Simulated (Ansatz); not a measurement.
# ZrSc: the cost of one run

Computed with Ansatz 0.2.0 (DFT LDA, scalar-relativistic, plane waves, PAW, unless a step's input says otherwise).

1 further run of the same task is left out (set aside as unsound or not needed).

## (1) The system as given

The structure is hexagonal, space group P-6m2 (No. 187). The conventional cell has a = 3.283 Å, b = 3.283 Å, c = 5.155 Å, α = 90.00°, β = 90.00°, γ = 120.00°. Zr (site symmetry -6m2) has 6 Sc at 3.20 Å and 6 Zr at 3.28 Å as nearest neighbours. Sc (site symmetry -6m2) has 6 Zr at 3.20 Å and 6 Sc at 3.28 Å as nearest neighbours.

As a file:

```
CELL_PARAMETERS angstrom
3.28285 0.00000 0.00000
-1.64142 2.84303 0.00000
0.00000 0.00000 5.15501
ATOMIC_POSITIONS crystal
Zr 0.66667 0.33333 0.00000
Sc 0.00000 0.00000 0.50000
```

The structure comes from the Materials Project (structure only).

## (7) The grid

The energy is mapped over a normal mode and a strain (zone-centre modes of the cell shown) (x along [1 0 0], y along [1 2 0], z along [0 0 1] of the conventional cell).

The axes are (1) amplitude of mode 4 (104 cm⁻¹), largest displacement in the unstrained cell: 5 values from −0.212 Å; (2) equal normal strain along x, y and z: 5 values from −2.50 %.

Nothing else is relaxed (the pattern is fixed in fractional coordinates). Energies count from the relaxed high-symmetry cell. Points are written as (first, second).

Displacement patterns for an amplitude of 1 (Å):

| atom | x1 | y1 | z1 |
| --- | --- | --- | --- |
| Zr1 | -0.493 | 0.000 | 0.000 |
| Sc2 | 1.000 | 0.000 | 0.000 |

(The set-up runs are not shown.)

## (8) Point (0.000 Å, −2.50 %)

input.yaml reads:

```yaml
crystal:
  lattice:
    - [3.1051110466, 0.0, 0.0]
    - [-1.5525555233, 2.6891050479, 0.0]
    - [0.0, 0.0, 4.8818987629]
  atoms:
    - { symbol: Zr, position: [0.6666666667, 0.3333333333, 0.0] }
    - { symbol: Sc, position: [0.0, 0.0, 0.5] }
basis:
  ecutwfc: 520.0
kpoints:
  mp_grid: { grid: [18, 18, 10] }
hamiltonian:
  xc: lda
  pseudopotentials: { kind: paw }
scf:
  occupations: { method: gaussian, width: 0.15 }
output:
  forces: true
  stress: true
  eigenvalues: true
```

Started as:

```
ansatz run input.yaml --threads 1 --pin off --max-ram 2048MiB --backend cpu --events-out ev --progress --plain --runs-dir out
```

**Question.** How long does this run take on 1 thread of Arm Neoverse N1, shared host, and how much memory does it need?

About 26 s, with a peak of 0.49 GiB.
